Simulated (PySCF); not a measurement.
**Se2⁺ with other numerical set-ups**

The method stays; parts of the set-up, such as the basis or the Hamiltonian, are changed.

Method: method and basis as typed in the scripts; program: PySCF 2.14.0.

3 further runs of the same task are left out: 3 that didn't finish.

**1. The starting structure**

Se2⁺: 2 atoms, charge 1, spin multiplicity 2.

Bond lengths: Se1–Se2 2.330 Å.

**2. The base run**

Input file input.py:

```python
from pyscf import gto, scf

mol = gto.M(
    atom='Se 0 0 0; Se 0 0 2.33',
    basis='cc-pvdz',
    charge=1,
    spin=1,
    verbose=4,
)
mf = scf.ROHF(mol)
mf.kernel()
mf.nuc_grad_method().kernel()
mf.dip_moment()
print('orbital energies (hartree):', mf.mo_energy[..., max(0, mol.nelec[1]-3):mol.nelec[0]+3].round(4))
```

Launch:

```
> OMP_NUM_THREADS=1 python input.py
```

The log of this run is left out.

In short: E(SCF) = -4799.269485 Eh, 8 cycles, gradient on the second atom 0.1148 Eh/bohr.

The bond length is a typed value, not an optimised one. The dipole of an ion depends on the origin.

**3. Cc-pvdz-dk (X2C on)**

Edit 1 changes basis set: cc-pvdz → cc-pvdz-dk; spin-free X2C: off → on.

Input file input.py:

```python
from pyscf import gto, scf

mol = gto.M(
    atom='Se 0 0 0; Se 0 0 2.33',
    basis='cc-pvdz-dk',
    charge=1,
    spin=1,
    verbose=4,
)
mf = scf.ROHF(mol)
mf = mf.sfx2c1e()
mf.kernel()
mf.nuc_grad_method().kernel()
mf.dip_moment()
print('orbital energies (hartree):', mf.mo_energy[..., max(0, mol.nelec[1]-3):mol.nelec[0]+3].round(4))
```

Launch:

```
> OMP_NUM_THREADS=1 python input.py
```

**4. Cartesian functions on**

Edit 2 changes Cartesian functions: off → on.

input.py: that of step 2 with these lines changed.

```diff
@@ -7,2 +7,3 @@
     spin=1,
+    cart=True,
     verbose=4,
```

**5. Lanl2dz (core potential on)**

Edit 3 changes basis set: cc-pvdz → lanl2dz; core potential: off → on. The core potential changes with it: totals don't compare.

input.py: that of step 2 with these lines changed.

```diff
@@ -4,3 +4,4 @@
     atom='Se 0 0 0; Se 0 0 2.33',
-    basis='cc-pvdz',
+    basis='lanl2dz',
+    ecp={'Se': 'lanl2dz'},
     charge=1,
```

Before running it: what results should come out? Wanted: for each run, E(SCF); from base.

**Answer**, as computed:

| run | E(SCF) (hartree) | from base (eV) | cycles | functions |
| --- | --- | --- | --- | --- |
| base | -4799.269485 | 0 | 8 | 54 |
| cc-pvdz-dk (X2C on) | -4855.624806 | not comparable | 8 | 54 |
| Cartesian functions on | -4799.270803 | -0.0359 | 8 | 58 |
| lanl2dz (core potential on) | -17.650470 | not comparable | 6 | 16 |

Total energies from different bases, Hamiltonians or methods carry different errors, so properties are taken as differences within one set-up.
